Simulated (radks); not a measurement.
# Co⁴⁺ in [Ne] 3s1 3p6 3d5 4s1: an all-electron calculation

The task here is to estimate one member of a computed series from the others.

Method: Dirac Kohn-Sham, exchange-only PBE, spin-unpolarised, spherical densities, point nucleus; open shells are shared between the two j in proportion to 2j + 1. Code: radks (a radial shooting solver on a logarithmic mesh, Libxc functionals) version 1.

### What is computed

| Property | Result |
| --- | --- |
| element | cobalt (Z = 27) |
| charge | +4 |
| electrons | 23 |
| configuration | [Ne] 3s1 3p6 3d5 4s1 |

Outer shells as boxes (Hund's rule):

Co⁴⁺
```
[Ne] core
3s [↑ ]
3p [↑↓][↑↓][↑↓]
3d [↑ ][↑ ][↑ ][↑ ][↑ ]
4s [↑ ]
```

The first run:

The run's settings:

```text
Z 27
configuration [Ne] 3s1 3p6 3d5 4s1
relativity Dirac
functional pbe,
spin unpolarised
j_filling average
nucleus point
c 137.035999084
```

Command:

```console
> python run_ks.py task.json out
```

The same process makes all the runs of this session.

Among the steps run: Self-consistent calculation.

One table of the session follows, with a row left open; its other results are not shown here.

It belongs to the step «Radial structure». Radial moments (bohr):

```
level      <r>  outermost maximum (interpolated)  90 % within  nodes
1s1/2  0.05619                            0.0368        0.100      0
2s1/2   0.2552                             0.213        0.396      1
2p1/2   0.2227                             0.170        0.365      0
2p3/2   0.2258                             0.173        0.370      0
3s1/2        ?                                 ?            ?      ?
3p1/2   0.7731                             0.661         1.18      1
3p3/2   0.7812                             0.668         1.19      1
3d3/2   0.8377                             0.624         1.37      0
3d5/2   0.8405                             0.626         1.38      0
4s1/2    1.967                              1.79         2.84      3
```

Estimate the missing values for 3s1/2.

As computed: <r>: 0.7517; outermost maximum (interpolated): 0.661; 90 % within: 1.12; nodes: 2. In the column «<r>» it lies between 2s1/2 (0.2552) and 3p1/2 (0.7731).
